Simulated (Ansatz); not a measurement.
# Zr3AlN4: the cost of one run

Program: Ansatz 0.2.0. Level of theory: DFT PBE, scalar-relativistic, plane waves, PAW. These are calculated values, not measurements.

## (1) The system as given

Symmetry: I4/mmm, No. 139, tetragonal system. Conventional cell: a = 4.755 Å, b = 4.755 Å, c = 9.510 Å, α = 90.00°, β = 90.00°, γ = 90.00°. Zr (site symmetry -4m2) has 6 N at 2.38 Å as nearest neighbours. Zr (site symmetry 4/mmm) has 6 N at 2.38 Å as nearest neighbours. Around Al (site symmetry 4/mmm) lie 6 N at 2.38 Å. N (site symmetry mmm) is surrounded by 4 Zr at 2.38 Å and 2 Al at 2.38 Å. N (site symmetry 4mm) is surrounded by 5 Zr at 2.38 Å and 1 Al at 2.38 Å.

As a file:

```cif
data_structure
_symmetry_space_group_name_H-M 'P 1'
_symmetry_Int_Tables_number 1
_cell_length_a 5.8234
_cell_length_b 5.8234
_cell_length_c 5.8234
_cell_angle_alpha 131.810
_cell_angle_beta 131.810
_cell_angle_gamma 70.529
_cell_volume 107.50
loop_
_atom_site_label
_atom_site_type_symbol
_atom_site_fract_x
_atom_site_fract_y
_atom_site_fract_z
_atom_site_occupancy
Zr1 Zr 0.25000 0.75000 0.50000 1
Zr2 Zr 0.75000 0.25000 0.50000 1
Zr3 Zr 0.00000 0.00000 0.00000 1
Al1 Al 0.50000 0.50000 0.00000 1
N1 N 0.50000 0.00000 0.50000 1
N2 N 0.00000 0.50000 0.50000 1
N3 N 0.25000 0.25000 0.00000 1
N4 N 0.75000 0.75000 0.00000 1
```

The start is an ordering of an alloy on its end members' structure types: elements ordered on the sites of the ZrN type, Zr/Al on Zr (I4/mmm, No. 139).

## (2) Probe: one point on a coarse mesh

input.yaml reads:

```yaml
crystal:
  lattice:
    - [-2.37741076, 2.37741076, 4.75482153]
    - [2.37741076, -2.37741076, 4.75482153]
    - [2.37741076, 2.37741076, -4.75482153]
  atoms:
    - { symbol: Zr, position: [0.25, 0.75, 0.5] }
    - { symbol: Zr, position: [0.75, 0.25, 0.5] }
    - { symbol: Zr, position: [0.0, 0.0, 0.0] }
    - { symbol: Al, position: [0.5, 0.5, 0.0] }
    - { symbol: "N", position: [0.5, 0.0, 0.5] }
    - { symbol: "N", position: [0.0, 0.5, 0.5] }
    - { symbol: "N", position: [0.25, 0.25, 0.0] }
    - { symbol: "N", position: [0.75, 0.75, 0.0] }
basis:
  ecutwfc: 420
kpoints:
  mp_grid: { grid: [6, 6, 6] }
hamiltonian:
  xc: pbe
scf:
  occupations: { method: gaussian, width: 0.1 }
  lower_state_search: "off"
output:
  forces: true
  stress: true
  eigenvalues: true
```

Command:

```sh
ansatz run input.yaml --threads 1 --pin off --max-ram 2560MiB --backend cpu --events-out ev --progress --plain --runs-dir out
```

**Question.** How long does this run take on 1 thread of Arm Neoverse V1, shared host, and how much memory does it need?

About 7.8 s, with a peak of 0.41 GiB.
